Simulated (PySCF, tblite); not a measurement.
**C₆H₁₃FSSi: geometry, infrared bands and NMR shifts**

Aim: predict the infrared bands and NMR shifts of C₆H₁₃FSSi (`CC[C@@](C)([SiH3])C(=S)CF`).

Computed with tblite 0.8.0 and PySCF 2.14.0, with density-fitted response routines of our own, on a single molecule in the gas phase. Atoms count from 0, in the outputs and in this text.

**1. The starting structure**

22 atoms, charge 0, multiplicity 1; geometry from: force field or distance geometry start.

Bonds of the start (Å): C0–C1 1.53, C1–C2 1.56, C2–C3 1.57, C2–Si4 2.04, C2–C5 1.55, C5–S6 1.70, C5–C7 1.53, C7–F8 1.36, C0–H9 1.10, C0–H10 1.08, C0–H11 1.10, C1–H12 1.10, C1–H13 1.11, C3–H14 1.09, C3–H15 1.10, C3–H16 1.09, Si4–H17 1.48, Si4–H18 1.49, Si4–H19 1.49, C7–H20 1.09, C7–H21 1.09.

**2. Relaxing the molecule with GFN2-xTB**

The job: settings as JSON, then the geometry in Å.

```
{"job": {"kind": "relax", "xc": "GFN2-xTB", "basis": "xTB"}, "charge": 0, "multiplicity": 1}
C     -0.385100    -1.892600    -1.174300
C     -0.701600    -1.034200     0.046800
C     -0.226800     0.448200    -0.052100
C     -0.954700     1.115700    -1.277500
Si    -0.873600     1.434800     1.609500
C      1.322400     0.567500    -0.089100
S      2.145600     1.681700    -1.072400
C      2.173600    -0.351400     0.791700
F      1.658000    -0.485900     2.041700
H     -0.659600    -2.935500    -0.970500
H      0.662300    -1.857300    -1.444500
H     -0.984500    -1.569800    -2.036400
H     -1.785600    -1.079300     0.241400
H     -0.236200    -1.522500     0.926100
H     -0.581000     0.724600    -2.218200
H     -2.036900     0.920800    -1.227300
H     -0.822000     2.200000    -1.288400
H     -0.486400     0.672500     2.815200
H     -2.354400     1.522100     1.532200
H     -0.275600     2.799100     1.606500
H      2.197500    -1.345700     0.341400
H      3.193700     0.006800     0.897300
```

Launch:

```bash
> OMP_NUM_THREADS=1 python probes_run.py task.json out
```

The driver reads the jobs from task.json and runs them one after another.

**Question.** This job is followed by: GFN2-xTB harmonic vibrations, gas phase; GIAO PBE0/pcSseg-1 NMR shielding, non-relativistic, gas phase. What will the session give for the following? strongest single infrared mode (GFN2-xTB); zero-point energy (GFN2-xTB); 13C shifts against TMS (PBE0/pcSseg-1); 1H shifts against TMS (PBE0/pcSseg-1, means over atoms taken as alike); 29Si shifts against TMS (PBE0/pcSseg-1); 33S shifts against CS2 (PBE0/pcSseg-1); 19F shifts against CFCl3 (PBE0/pcSseg-1).

As calculated:

| quantity | value |
| --- | --- |
| strongest single infrared mode (GFN2-xTB) | 803 cm⁻¹, 283 km/mol |
| zero-point energy (GFN2-xTB) | 107.7 kcal/mol |
| 13C shifts against TMS (PBE0/pcSseg-1) | 275.7, 96.1, 61.6, 31.8, 29.2, 12.6 ppm |
| 1H shifts against TMS (PBE0/pcSseg-1, means over atoms taken as alike) | 6.00, 5.71, 4.03, 3.21, 1.72, 1.63, 0.97 ppm |
| 29Si shifts against TMS (PBE0/pcSseg-1) | -30.2 ppm |
| 33S shifts against CS2 (PBE0/pcSseg-1) | 921 ppm |
| 19F shifts against CFCl3 (PBE0/pcSseg-1) | -213.9 ppm |

In words: Over 54 steps the energy fell by 0.408 eV; of the close pairs, C2–C5 changed most, 1.554 to 1.467 Å. No mode is imaginary among the 60: a minimum at this level. The strongest single mode, at 803 cm⁻¹, moves mainly H17 and H18. Unscaled tight-binding wavenumbers are off by several per cent, some by more. Its intensities can rank the bands wrongly. The most deshielded carbon is C5 (thiocarbonyl carbon), at 275.7 ppm: the small n→π* gap of C=S deshields it strongly. At PBE0/pcSseg-1: The widest tensor belongs to S6: span 2282 ppm, with a paramagnetic part of -1476 ppm.
